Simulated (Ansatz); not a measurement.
# AlGaHCl (singlet): from Hartree-Fock to the top rungs, cc-pVDZ

Aim: climb from Hartree-Fock through coupled cluster and multireference methods for AlGaHCl (singlet) at one geometry and basis, and see what each rung misses.

Computed with Ansatz 0.2.0, Gaussian basis. Level: cc-pVDZ, core rule «outside noble gas», up to 24 orbitals frozen.

Plan: UHF; CCSD(T) on RHF; CCSD(T) on UHF; BCCD(T) on RHF; CISD; CCSDT(Q) on RHF; CCSDT(Q) on UHF; CASSCF and MRCISD+Q, 8 electrons in 8 orbitals; CASSCF and NEVPT2, 8 electrons in 8 orbitals.

19 further runs of the same task are left out: 6 that didn't finish, 13 set aside as unsound or not needed. Runs told in other sessions of the task aren't counted.

### Step 1. What is computed

The geometry is a PBE0/def2-TZVP stationary point (not a proven minimum) of the parent state, kept for this charge and spin. No spin-orbit coupling is included. The filled d shell of Ga may be among the frozen orbitals whatever the setting's name suggests.

4 atoms, charge 0, spin multiplicity 1.

Atoms are counted from 1 here; the program's logs count them from 0.

Bond lengths: Cl1–Al2 2.109 Å, Al2–Ga3 2.523 Å, Al2–H4 1.582 Å. Angles: Cl1–Al2–Ga3 115.6°, Cl1–Al2–H4 122.7°, Ga3–Al2–H4 121.7°.

### Step 2. UHF

in.yaml reads:

```yaml
crystal:
  periodic: [false, false, false]
  atoms:
    - {symbol: Cl, position_ang: [0.000000, -0.454110, 2.387882]}
    - {symbol: Al, position_ang: [0.000000, 0.897734, 0.768882]}
    - {symbol: Ga, position_ang: [0.000000, -0.152166, -1.525692]}
    - {symbol: H, position_ang: [0.000000, 2.467172, 0.964970]}
basis:
  gaussian: {orbitals: cc-pVDZ}
magnetization: {spin_polarized: true, initial_magnetization: 0}
hamiltonian: {xc: hf}
output: {orbitals: {seedname: orbitals}}
```

Launch:

```
$ ansatz run in.yaml --threads 1 --pin off --events-out ev --progress --plain --max-ram 2393MiB
```

After this run come: CCSD(T) on RHF; CCSD(T) on UHF; BCCD(T) on RHF; CISD; CCSDT(Q) on RHF; CCSDT(Q) on UHF; CASSCF and MRCISD+Q, 8 electrons in 8 orbitals; CASSCF and NEVPT2, 8 electrons in 8 orbitals.

Before running them: what should the planned runs give, taken together? Wanted: RCCSDT(Q) from the RHF energy; RMP2 from RCCSDT(Q); UMP2 from RCCSDT(Q); RCCSD from RCCSDT(Q); RCCSD(T) from RCCSDT(Q); UCCSD(T) from RCCSDT(Q); UCCSDT(Q) from RCCSDT(Q); NEVPT2 frontier from RCCSDT(Q); T1 diagnostic.

As calculated:

| quantity | value |
| --- | --- |
| RCCSDT(Q) from the RHF energy | -7.5915 eV |
| RMP2 from RCCSDT(Q) | +29.98 kcal/mol |
| UMP2 from RCCSDT(Q) | +32.29 kcal/mol |
| RCCSD from RCCSDT(Q) | +4.77 kcal/mol |
| RCCSD(T) from RCCSDT(Q) | +0.96 kcal/mol |
| UCCSD(T) from RCCSDT(Q) | +1.42 kcal/mol |
| UCCSDT(Q) from RCCSDT(Q) | +0.14 kcal/mol |
| NEVPT2 frontier from RCCSDT(Q) | +27.36 kcal/mol |
| levels within 1 kcal/mol (43 meV) | RCCSD(T), BCCD(T), RCCSDT, UCCSDT, UCCSDT(Q) |
| T1 diagnostic | 0.013 |

What this shows: RCCSD(T) lands +0.96 kcal/mol from the yardstick (0.5 % of the correlation energy). CCSD(T) misses by +0.96 kcal/mol on the restricted determinant and by +1.42 kcal/mol on the unrestricted one; the two need not hold the same state or core. These misses are within one basis, not against nature.
